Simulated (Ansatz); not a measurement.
# C3H10ClNSi: the cost of one run

Method: RKS B3LYP-D4/STO-3G, in Ansatz 0.2.0.

### 1 The starting structure

Bond lengths (14 of 15 bonds, heavy atoms first): Si1–N2 1.820 Å, N2–C3 1.470 Å, N2–C7 1.470 Å, Si1–Cl11 2.130 Å, Si1–C12 1.869 Å, C3–H4 1.110 Å, C3–H5 1.110 Å, C3–H6 1.110 Å, C7–H8 1.110 Å, C7–H9 1.110 Å, C7–H10 1.110 Å, C12–H13 1.110 Å, C12–H14 1.110 Å, C12–H15 1.110 Å. Angles (14 of 27 angles, heavy atoms first): Si1–N2–C3 120.0°, Si1–N2–C7 120.0°, C3–N2–C7 120.0°, N2–Si1–Cl11 109.4°, N2–Si1–C12 109.5°, Cl11–Si1–C12 109.5°, N2–Si1–H16 109.5°, Cl11–Si1–H16 109.5°, C12–Si1–H16 109.5°, N2–C3–H4 109.5°, N2–C3–H5 109.5°, N2–C3–H6 109.5°, N2–C7–H8 109.5°, N2–C7–H9 109.5°.

As a file:

```xyz
16

Si    0.0000    0.0000    0.0000
N     0.0000    0.0000    1.8200
C    -1.2162   -0.3762    2.5550
H    -1.8642   -0.9999    1.9045
H    -0.9378   -0.9533    3.4614
H    -1.7663    0.5401    2.8549
C     1.2162    0.3762    2.5550
H     1.4641   -0.4163    3.2916
H     2.0585    0.4943    1.8418
H     1.0457    1.3351    3.0874
Cl    2.0086    0.0000   -0.7093
C    -0.8808    1.5259   -0.6227
H    -1.9334    1.2723   -0.8671
H    -0.8624    2.3106    0.1622
H    -0.3704    1.9025   -1.5336
H    -0.6877   -1.1914   -0.4862
```

### 2 Preparing the start

The input, input.yaml:

```yaml
crystal:
  periodic: [false, false, false]
  atoms:
    - { symbol: Si, position_ang: [0.0, 0.0, 0.0] }
    - { symbol: "N", position_ang: [0.0, 0.0, 1.82] }
    - { symbol: C, position_ang: [-1.2162, -0.3762, 2.555] }
    - { symbol: H, position_ang: [-1.8642, -0.9999, 1.9045] }
    - { symbol: H, position_ang: [-0.9378, -0.9533, 3.4614] }
    - { symbol: H, position_ang: [-1.7663, 0.5401, 2.8549] }
    - { symbol: C, position_ang: [1.2162, 0.3762, 2.555] }
    - { symbol: H, position_ang: [1.4641, -0.4163, 3.2916] }
    - { symbol: H, position_ang: [2.0585, 0.4943, 1.8418] }
    - { symbol: H, position_ang: [1.0457, 1.3351, 3.0874] }
    - { symbol: Cl, position_ang: [2.0086, 0.0, -0.7093] }
    - { symbol: C, position_ang: [-0.8808, 1.5259, -0.6227] }
    - { symbol: H, position_ang: [-1.9334, 1.2723, -0.8671] }
    - { symbol: H, position_ang: [-0.8624, 2.3106, 0.1622] }
    - { symbol: H, position_ang: [-0.3704, 1.9025, -1.5336] }
    - { symbol: H, position_ang: [-0.6877, -1.1914, -0.4862] }
basis:
  gaussian: { orbitals: STO-3G }
hamiltonian:
  xc: b3lyp
  dispersion: d4
relax:
  f_tol: 0.02
  max_steps: 40
```

Run with:

```bash
ansatz run input.yaml --threads 1 --pin off --max-ram 2048MiB --backend cpu --events-out ev --progress --plain --runs-dir out
```

**Question.** How long does this run take on 1 thread of Arm Neoverse V2, shared host, and how much memory does it need?

About 2.1 min, with a peak of 0.16 GiB.
